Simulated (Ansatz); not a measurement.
# Pt: the cost of one run

Method: DFT PBEsol, scalar-relativistic, plane waves, PAW, in Ansatz 0.2.0.

7 further runs of the same task are left out: 3 that didn't finish, 4 set aside as unsound or not needed.

## Step 1: The structure to begin with

The structure is cubic, space group Fm-3m (No. 225). Conventional cell: a = 4.056 Å, b = 4.056 Å, c = 4.056 Å, α = 90.00°, β = 90.00°, γ = 90.00°. Ti (site symmetry m-3m) has 12 Ti at 2.87 Å in its first shell of neighbours.

Structure file:

```
CELL_PARAMETERS angstrom
0.00000 2.02792 2.02792
2.02792 0.00000 2.02792
2.02792 2.02792 0.00000
ATOMIC_POSITIONS crystal
Ti 0.00000 0.00000 0.00000
```

This cell was relaxed beforehand with the same method: volume 16.68 Å³/atom, gap on the mesh none (metal).

## Step 2: The film's bulk: Pt

Relaxed beforehand at this level: -12383.8162 eV/atom, gap on the mesh none (metal).

```
CELL_PARAMETERS angstrom
0.00000 -1.95903 -1.95903
1.95903 0.00000 -1.95903
1.95903 -1.95903 0.00000
ATOMIC_POSITIONS crystal
Pt 0.00000 0.00000 0.00000
```

The bulk reference of Ti, the base, comes from a run made before at the same settings: -2473.8395 eV/atom.

## Step 3: Pt strained to the base's plane

The (100) plane of Pt is fitted to the (100) plane of Ti, a strain of +3.5 % along x and +3.5 % along y; the third vector and the atoms relax.

input.yaml

```yaml
crystal:
  lattice:
    - [2.8679135959, 0.0, 0.0]
    - [0.0, 2.8679135959, 0.0]
    - [1.433956798, 1.433956798, 1.8794435295]
  atoms:
    - { symbol: Pt, position: [0.0, 0.0, 0.0] }
basis:
  ecutwfc: 420
kpoints:
  mp_grid: { grid: [12, 12, 18] }
hamiltonian:
  xc: pbesol
scf:
  occupations: { method: gaussian, width: 0.1 }
output:
  forces: true
  stress: true
  eigenvalues: true
  write_density: true
  write_potential: true
  elf: true
  volumetric_format: npy
relax:
  adjacent_minimum: "off"
  f_tol: 0.01
  max_steps: 50
  cell: { fix: [a, b, gamma], stress_tol: 0.1 }
```

Run with:

```sh
> ansatz run input.yaml --threads 2 --pin off --max-ram 5120MiB --backend cpu --events-out ev --progress --plain --runs-dir out
```

**Question.** How long does this run take on 2 threads of Intel Xeon 6975P-C (Granite Rapids), shared host, and how much memory does it need?

About 9.1 s, with a peak of 0.47 GiB.
